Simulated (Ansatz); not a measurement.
# AsNH3−: functionals against CCSD(T) at one geometry

An exercise on one series of results from a longer session: the logs are not shown, and one member is left open.

Computed with Ansatz 0.2.0, Gaussian basis. Level: single points in def2-TZVPPD.

Correlated methods freeze the cores. Filled d shells of the heavier atoms are correlated.

## The starting structure

SMILES `[NH-][AsH2]`, 5 atoms, charge -1, spin multiplicity 1.

Atoms are counted from 1 here; the program's logs count them from 0.

Bond lengths: N1–As2 1.681 Å, N1–H3 1.085 Å, As2–H4 1.631 Å, As2–H5 1.728 Å. Angles: As2–N1–H3 109.7°, N1–As2–H4 95.8°, N1–As2–H5 108.1°, H4–As2–H5 85.1°.

As a file:

```xyz
5
charge -1, multiplicity 1
N     0.2363   -0.7476    0.8193
As    0.0956    0.0429   -0.6571
H     1.2358   -1.1567    0.9204
H    -1.5346    0.0713   -0.6750
H    -0.0273    1.7386   -0.3482
```

Set-up of the first run:

File run/in.yaml:

```yaml
crystal:
  periodic: [false, false, false]
  atoms:
    - {symbol: N, position_ang: [0.236300, -0.747600, 0.819300]}
    - {symbol: As, position_ang: [0.095600, 0.042900, -0.657100]}
    - {symbol: H, position_ang: [1.235800, -1.156700, 0.920400]}
    - {symbol: H, position_ang: [-1.534600, 0.071300, -0.675000]}
    - {symbol: H, position_ang: [-0.027300, 1.738600, -0.348200]}
basis:
  gaussian: {orbitals: "def2-TZVPPD.json"}
total_charge: -1
correlation: {method: ccsd_t}
output: {forces: true}
```

The basis file named in the input lies beside it (Basis Set Exchange, JSON).

The command line of these runs was not kept.

Among the steps run: CCSD(T)/def2-TZVPPD; PBE0-D4/def2-TZVPPD; wB97M-V/def2-TZVPPD; r2SCAN-D4/def2-TZVPPD; PBE-D4/def2-TZVPPD; HSE06-D4/def2-TZVPPD; wB97X-V/def2-TZVPPD.

One table of the session follows, with a row left open; its other results are not shown here.

```
   method  RMS force component (eV/Å)  angle to CCSD(T) forces (°)
  CCSD(T)                       1.816                    reference
  PBE0-D4                           ?                            ?
  wB97M-V                       1.734                          3.9
r2SCAN-D4                       1.715                          2.9
   PBE-D4                       1.760                          7.3
 HSE06-D4                       1.712                          3.6
  wB97X-V                       1.729                          4.9
```

**Question.** Estimate the row for PBE0-D4.

**Answer.** RMS force component (eV/Å): 1.712; angle to CCSD(T) forces (°): 3.8.
